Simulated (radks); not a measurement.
**The first electron to leave Te⁴⁺**

Te⁴⁺ stands in [Kr] 4d10 5s2. From which sub-shell is an electron easiest to take? Each removal is a run of its own. The parent's configuration is the lowest that an earlier search found at this level.

The numbers are computed with radks (a radial shooting solver on a logarithmic mesh, Libxc functionals) version 1 (scalar-relativistic Kohn-Sham, PBE, spin-polarised, spherical densities, finite nucleus; open shells are filled with parallel spins first), except any that are marked as measured or tabulated.

1 further run of the same task is left out (set aside as unsound or not needed).

**1. The system**

- element: tellurium (Z = 52)
- charge: +4
- electrons: 48
- configuration: [Kr] 4d10 5s2
- nuclear rms radius: 4.7423 fm

The outer shells:

Te⁴⁺
```
[Kr] core
4d [↑↓][↑↓][↑↓][↑↓][↑↓]
5s [↑↓]
```

**2. The parent, Te⁴⁺**

From an earlier run at this level the parent has E = -6790.927513 hartree and these outer levels (eV):

| level | occupation | energy (eV) |
| --- | --- | --- |
| 2p | 6 | -4398.0 |
| 3s | 2 | -1008.9 |
| 3p | 6 | -847.62 |
| 3d | 10 | -603.77 |
| 4s | 2 | -207.65 |
| 4p | 6 | -157.63 |
| 4d | 10 | -84.581 |
| 5s | 2 | -53.237 |

**3. Remove 5s: [Kr] 4d10 5s1**

The run's settings:

```text
Z 52
configuration [Kr] 4d10 5s1
relativity scalar-relativistic
functional pbe,pbe
spin polarised
nucleus finite rms 4.7423 fm
c 137.035999084
```

**4. Remove 4d: [Kr] 4d9 5s2**

Changes since step 3:

```diff
@@ -1,3 +1,3 @@
 Z 52
-configuration [Kr] 4d10 5s1
+configuration [Kr] 4d9 5s2
 relativity scalar-relativistic
```

**5. Remove 4p: [Ar] 3d10 4s2 4p5 4d10 5s2**

Changes since step 4:

```diff
@@ -1,3 +1,3 @@
 Z 52
-configuration [Kr] 4d9 5s2
+configuration [Ar] 3d10 4s2 4p5 4d10 5s2
 relativity scalar-relativistic
```

**6. Remove 4s: [Ar] 3d10 4s1 4p6 4d10 5s2**

The run's settings:

```text
Z 52
configuration [Ar] 3d10 4s1 4p6 4d10 5s2
relativity scalar-relativistic
functional pbe,pbe
spin polarised
nucleus finite rms 4.7423 fm
c 137.035999084
```

**7. Ion rearranged (move 5s to 5p after a removal): [Kr] 4d10 5p1**

The run's settings:

```text
Z 52
configuration [Kr] 4d10 5p1
relativity scalar-relativistic
functional pbe,pbe
spin polarised
nucleus finite rms 4.7423 fm
c 137.035999084
```

**Question.** What will these runs give? Wanted: for each run, case; final configuration; Δ-SCF; −ε of the level emptied.

**Answer**, as computed:

| case | final configuration | Δ-SCF (eV) | −ε of the level emptied (eV) |
| --- | --- | --- | --- |
| remove 5s | [Kr] 4d10 5s1 | 58.775 | 53.237 |
| ion rearranged (move 5s to 5p after a removal) | [Kr] 4d10 5p1 | 71.368 | - |
| remove 4d | [Kr] 4d9 5s2 | 94.448 | 84.581 |
| remove 4p | [Ar] 3d10 4s2 4p5 4d10 5s2 | 168.44 | 157.63 |
| remove 4s | [Ar] 3d10 4s1 4p6 4d10 5s2 | 218.93 | 207.65 |

**Reading.** The 5s electron leaves first, at 58.775 eV; the next cheapest, 4d, costs 94.448 eV. 5s is also the highest occupied level of the parent. NIST lists 59 eV (measured), between the same two configurations. 
